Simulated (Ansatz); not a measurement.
# TaWC2: the cost of one run

Method: DFT PBE, scalar-relativistic, plane waves, PAW, in Ansatz 0.2.0.

2 further runs of the same task are left out: 2 that didn't finish.

### Step 1. The starting structure

It takes space group R-3m (No. 166, trigonal). The conventional cell has a = 3.144 Å, b = 3.144 Å, c = 15.305 Å, α = 90.00°, β = 90.00°, γ = 120.00°. Around Ta (site symmetry -3m) lie 6 C at 2.23 Å. W (site symmetry -3m) is surrounded by 6 C at 2.21 Å. C (site symmetry 3m) has 3 W at 2.21 Å and 3 Ta at 2.23 Å as nearest neighbours.

As a file:

```
CELL_PARAMETERS angstrom
1.57186 0.90751 5.10162
-1.57186 0.90751 5.10162
0.00000 -1.81502 5.10162
ATOMIC_POSITIONS crystal
Ta 0.50000 0.50000 0.50000
W 0.00000 0.00000 0.00000
C 0.74907 0.74907 0.74907
C 0.25093 0.25093 0.25093
```

The structure comes from the Materials Project (structure only).

(A quick probe on a coarse mesh, which set the mesh and smearing, is not shown.)

### Step 3. The relaxation

Contents of input.yaml:

```yaml
crystal:
  lattice:
    - [1.5718551461, 0.9075109917, 5.1016196719]
    - [-1.5718551461, 0.9075109917, 5.1016196719]
    - [0.0, -1.8150219835, 5.1016196719]
  atoms:
    - { symbol: Ta, position: [0.5, 0.5, 0.5] }
    - { symbol: W, position: [0.0, 0.0, 0.0] }
    - { symbol: C, position: [0.749067, 0.749067, 0.749067] }
    - { symbol: C, position: [0.250933, 0.250933, 0.250933] }
basis:
  ecutwfc: 420
kpoints:
  mp_grid: { grid: [18, 18, 18] }
hamiltonian:
  xc: pbe
scf:
  occupations: { method: gaussian, width: 0.1 }
output:
  forces: true
  stress: true
  eigenvalues: true
relax:
  adjacent_minimum: "off"
  f_tol: 0.005
  max_steps: 80
  cell: { stress_tol: 0.05 }
```

Launch:

```
ansatz run input.yaml --threads 1 --pin off --max-ram 2560MiB --backend cpu --events-out ev --progress --plain --runs-dir out
```

Q: Estimate wall time and peak memory on 1 thread of Arm Neoverse V1, shared host.

About 2.9 min, with a peak of 0.72 GiB.
